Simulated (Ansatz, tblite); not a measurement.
# Ga(H2O)H3 (GaH5O): rung by rung

How do method and basis change the picture of Ga(H2O)H3 (GaH5O) (singlet)?

Computed with Ansatz 0.2.0, Gaussian basis. Level: as each input shows.

Plan: GFN1-xTB, GFN2-xTB, PBE-D4/def2-TZVP, r2SCAN-D4/def2-TZVP, LC-ωPBE/def2-TZVP, LDA/def2-TZVP, PBE-QIDH/def2-TZVP, revPBE-D4/def2-TZVP, BLYP-D4/def2-TZVP, HSE06-D4/def2-TZVP, r2SCANh-D4/def2-TZVP, PBE-D4/def2-SVP, PBE0-D4/def2-SVP, HF/STO-3G, CCSD(T)/def2-TZVPP, MP2/def2-TZVP, RPA/def2-TZVP.

## (1) The structure

The geometry is that of the singlet, from an earlier relaxation (r2SCAN-D4/def2-TZVP).

7 atoms, charge 0, spin multiplicity 1.

Bond lengths: Ga1–O2 2.184 Å, Ga1–H5 1.567 Å, Ga1–H6 1.576 Å, Ga1–H7 1.567 Å, O2–H3 0.966 Å, O2–H4 0.966 Å. Angles: O2–Ga1–H5 96.0°, O2–Ga1–H6 96.0°, O2–Ga1–H7 96.3°, H5–Ga1–H6 118.1°, H5–Ga1–H7 120.4°, H6–Ga1–H7 118.1°, Ga1–O2–H3 109.6°, Ga1–O2–H4 109.5°, H3–O2–H4 106.2°.

As a file:

```xyz
7

Ga    0.06629   -0.11584   -0.95827
O     0.07788   -0.13792    1.22521
H    -0.82936   -0.10551    1.55479
H     0.51153    0.66040    1.55299
H     1.62276   -0.05999   -1.13108
H    -0.74521    1.22685   -1.10389
H    -0.70389   -1.46799   -1.13977
```

PBE0-D4/def2-TZVP was run before; its log isn't repeated, and its numbers join the tables.

## (2) GFN1-xTB

Tight binding, by tblite at 300 K electronic temperature and without a spin-polarisation term:

```python
tblite.interface.Calculator('GFN1-xTB', numbers, positions, charge=0, uhf=0).singlepoint()
```

Energy -237.5680 eV, HOMO -11.61 eV, LUMO -5.73 eV; 0.007 s.

## (3) GFN2-xTB

Tight binding, by tblite at 300 K electronic temperature and without a spin-polarisation term:

```python
tblite.interface.Calculator('GFN2-xTB', numbers, positions, charge=0, uhf=0).singlepoint()
```

Energy -212.1402 eV, HOMO -10.95 eV, LUMO -4.25 eV; 0.003 s.

## (4) PBE-D4/def2-TZVP

start.molden holds the orbitals of an earlier run on this state, given as this run's starting guess.

Input file in.yaml:

```yaml
crystal:
  periodic: [false, false, false]
  atoms:
    - {symbol: Ga, position_ang: [0.066286, -0.115837, -0.958267]}
    - {symbol: O, position_ang: [0.077883, -0.137925, 1.225215]}
    - {symbol: H, position_ang: [-0.829360, -0.105505, 1.554791]}
    - {symbol: H, position_ang: [0.511527, 0.660396, 1.552988]}
    - {symbol: H, position_ang: [1.622763, -0.059988, -1.131076]}
    - {symbol: H, position_ang: [-0.745208, 1.226852, -1.103891]}
    - {symbol: H, position_ang: [-0.703889, -1.467994, -1.139770]}
basis:
  gaussian: {orbitals: def2-TZVP, initial_orbitals: start.molden}
hamiltonian: {xc: pbe, dispersion: d4}
scf: {omitted_lower_state_checks: [starts]}
output: {orbitals: {seedname: orbitals}}
```

On the command line:

```sh
$ ansatz run in.yaml --threads 4 --pin off --events-out ev --progress --plain --max-ram 3916MiB
```

Further steps of the session: r2SCAN-D4/def2-TZVP; LC-ωPBE/def2-TZVP; LDA/def2-TZVP; PBE-QIDH/def2-TZVP; revPBE-D4/def2-TZVP; BLYP-D4/def2-TZVP; HSE06-D4/def2-TZVP; r2SCANh-D4/def2-TZVP; PBE-D4/def2-SVP; PBE0-D4/def2-SVP; HF/STO-3G; CCSD(T)/def2-TZVPP; MP2/def2-TZVP; RPA/def2-TZVP.

**Question.** What will the summary of the whole plan be? Wanted: gap in def2-TZVP, named functionals, smallest and largest; correlation energy, CCSD(T)/def2-TZVPP; correlation energy, MP2/def2-TZVP; binding an atom, CCSD(T)/def2-TZVPP; PBE0 total energy, smallest basis above largest.

The runs gave:

| quantity | value |
| --- | --- |
| gap in def2-TZVP, named functionals, smallest and largest | 4.83 eV (LDA), 12.01 eV (LC-ωPBE) |
| correlation energy, CCSD(T)/def2-TZVPP | -14.86 eV |
| correlation energy, MP2/def2-TZVP | -13.46 eV |
| binding an atom, CCSD(T)/def2-TZVPP | 2.727 eV |
| PBE0 total energy, smallest basis above largest | 9.28 eV (def2-SVP, def2-TZVP) |

**Reading.** Over the named functionals in def2-TZVP the gap runs from 4.83 eV (LDA) to 12.01 eV (LC-ωPBE); exact exchange widens it. The functionals in def2-TZVP miss CCSD(T)/def2-TZVPP by -0.082 (revPBE-D4) to +0.366 eV (LDA) an atom. The reference is CCSD(T) in one finite basis, so it carries an error of its own, often a tenth of an eV or more, and near misses can't be ranked.
